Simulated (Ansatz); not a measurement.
# In8Sb5As3: the cost of one run

Method: DFT PBEsol, scalar-relativistic, plane waves, PAW, in Ansatz 0.2.0.

That is the level of the relaxation; later steps name their own.

**1. The starting structure**

Symmetry: R3m, No. 160, trigonal system. Conventional cell: a = 8.927 Å, b = 8.927 Å, c = 21.867 Å, α = 90.00°, β = 90.00°, γ = 120.00°. In (site symmetry m) is surrounded by 3 Sb at 2.73 Å and 1 As at 2.73 Å. Around In (site symmetry 3m) lie 4 Sb at 2.73 Å. In (site symmetry m) is surrounded by 2 Sb at 2.73 Å and 2 As at 2.73 Å. In (site symmetry 3m) has 1 Sb at 2.73 Å and 3 As at 2.73 Å as nearest neighbours. Sb (site symmetry m) is surrounded by 4 In at 2.73 Å. Sb (site symmetry 3m) is surrounded by 4 In at 2.73 Å. Around As (site symmetry m) lie 4 In at 2.73 Å.

Structure file:

```
CELL_PARAMETERS angstrom
-6.31238 0.00000 6.31238
-6.31238 -6.31238 0.00000
0.00000 -6.31238 6.31238
ATOMIC_POSITIONS crystal
In 0.00000 0.50000 0.00000
In 0.00000 0.00000 0.00000
In 0.00000 0.50000 0.50000
In 0.00000 0.00000 0.50000
In 0.50000 0.50000 0.00000
In 0.50000 0.00000 0.00000
In 0.50000 0.50000 0.50000
In 0.50000 0.00000 0.50000
Sb 0.12500 0.12500 0.12500
Sb 0.12500 0.62500 0.12500
Sb 0.12500 0.12500 0.62500
Sb 0.12500 0.62500 0.62500
Sb 0.62500 0.12500 0.12500
As 0.62500 0.62500 0.12500
As 0.62500 0.12500 0.62500
As 0.62500 0.62500 0.62500
```

(A quick probe on a coarse mesh, which set the mesh and smearing, is not shown.)

**3. Coarse relaxation**

Contents of input.yaml:

```yaml
crystal:
  lattice:
    - [-6.312375, 0.0, 6.312375]
    - [-6.312375, -6.312375, 0.0]
    - [0.0, -6.312375, 6.312375]
  atoms:
    - { symbol: In, position: [0.0, 0.5, 0.0] }
    - { symbol: In, position: [0.0, 0.0, 0.0] }
    - { symbol: In, position: [0.0, 0.5, 0.5] }
    - { symbol: In, position: [0.0, 0.0, 0.5] }
    - { symbol: In, position: [0.5, 0.5, 0.0] }
    - { symbol: In, position: [0.5, 0.0, 0.0] }
    - { symbol: In, position: [0.5, 0.5, 0.5] }
    - { symbol: In, position: [0.5, 0.0, 0.5] }
    - { symbol: Sb, position: [0.125, 0.125, 0.125] }
    - { symbol: Sb, position: [0.125, 0.625, 0.125] }
    - { symbol: Sb, position: [0.125, 0.125, 0.625] }
    - { symbol: Sb, position: [0.125, 0.625, 0.625] }
    - { symbol: Sb, position: [0.625, 0.125, 0.125] }
    - { symbol: As, position: [0.625, 0.625, 0.125] }
    - { symbol: As, position: [0.625, 0.125, 0.625] }
    - { symbol: As, position: [0.625, 0.625, 0.625] }
basis:
  ecutwfc: 420
kpoints:
  mp_grid: { grid: [4, 4, 4] }
hamiltonian:
  xc: pbesol
scf:
  occupations: { method: gaussian, width: 0.1 }
output:
  forces: true
  stress: true
  eigenvalues: true
relax:
  adjacent_minimum: "off"
  f_tol: 0.05
  max_steps: 80
  cell: { stress_tol: 0.5 }
```

Command:

```bash
$ ansatz run input.yaml --threads 4 --pin off --max-ram 10240MiB --backend cpu --events-out ev --progress --plain --runs-dir out
```

Q: Estimate wall time and peak memory on 4 threads of AMD EPYC 9R14 (Zen 4), shared host.

About 98 s, with a peak of 2 GiB.
